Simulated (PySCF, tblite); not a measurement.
# C5H7O4−: geometry, infrared bands and NMR shifts

Aim: predict the infrared bands and NMR shifts of C5H7O4− (`C[C@H](CC(=O)[O-])OC=O`).

The runs use tblite 0.8.0 and PySCF 2.14.0, with density-fitted response routines of our own; the level of theory stands in each step. All values are computed, except where a source is named. Atoms count from 0, in the outputs and in this text.

## 1. The starting structure

16 atoms, charge -1, multiplicity 1; geometry from: force field or distance geometry start.

Bonds of the start (Å): C0–C1 1.51, C1–C2 1.48, C2–C3 1.49, C3–O4 1.26, C3–O5 1.40, C1–O6 1.39, O6–C7 1.37, C7–O8 1.23, C0–H9 1.09, C0–H10 1.13, C0–H11 1.09, C1–H12 1.11, C2–H13 1.14, C2–H14 1.10, C7–H15 1.10.

## 2. Geometry optimisation with GFN2-xTB

What the job is given:

```
{"job": {"kind": "relax", "xc": "GFN2-xTB", "basis": "xTB"}, "charge": -1, "multiplicity": 1}
C      0.206100     1.359200     1.299400
C      0.120900     0.348200     0.176900
C     -1.208800    -0.302500     0.239200
C     -1.452500    -1.328000    -0.813200
O     -0.508700    -1.572800    -1.611300
O     -2.646600    -2.044400    -0.921700
O      1.223200    -0.491300     0.089700
C      2.144800    -0.549500    -0.925100
O      2.026100     0.196800    -1.899000
H      0.677700     2.258600     0.898800
H     -0.870300     1.589300     1.575100
H      0.683100     0.991100     2.207000
H      0.142700     0.966800    -0.747800
H     -1.961500     0.509000    -0.021700
H     -1.526800    -0.628700     1.245800
H      2.942900    -1.293000    -0.803600
```

Started as:

```sh
$ OMP_NUM_THREADS=1 python probes_run.py task.json out
```

The driver reads the jobs from task.json and runs them one after another.

**Question.** This job is followed by: GFN2-xTB harmonic vibrations, gas phase; GIAO PBE0/pcSseg-1 NMR shielding, non-relativistic, gas phase. What will the session give for the following? strongest single infrared mode (GFN2-xTB); zero-point energy (GFN2-xTB); 13C shifts against TMS (PBE0/pcSseg-1); 1H shifts against TMS (PBE0/pcSseg-1, means over atoms taken as alike); 17O shifts against H2O (PBE0/pcSseg-1).

**Answer**, as computed:

| quantity | value |
| --- | --- |
| strongest single infrared mode (GFN2-xTB) | 1705 cm⁻¹, 636 km/mol |
| zero-point energy (GFN2-xTB) | 74.0 kcal/mol |
| 13C shifts against TMS (PBE0/pcSseg-1) | 173.1, 134.9, 60.6, 43.5, 25.3 ppm |
| 1H shifts against TMS (PBE0/pcSseg-1, means over atoms taken as alike) | 7.72, 5.53, 1.48, 1.45, 0.84 ppm |
| 17O shifts against H2O (PBE0/pcSseg-1) | 398.0, 370.8, 250.9, 160.5 ppm |

In words: Relaxing lowered the energy by 1.941 eV in 114 steps; the close pair that moved most is C3–O5, from 1.397 to 1.224 Å. All 42 modes are real, so the xTB geometry is a minimum. The strongest single mode, at 1705 cm⁻¹, moves mainly C3. GFN2-xTB is a fitted tight-binding method: band positions and strengths are rough. Its intensities can rank the bands wrongly. At PBE0/pcSseg-1: The largest span, 542 ppm, is at O5, where the paramagnetic term is -463 ppm.
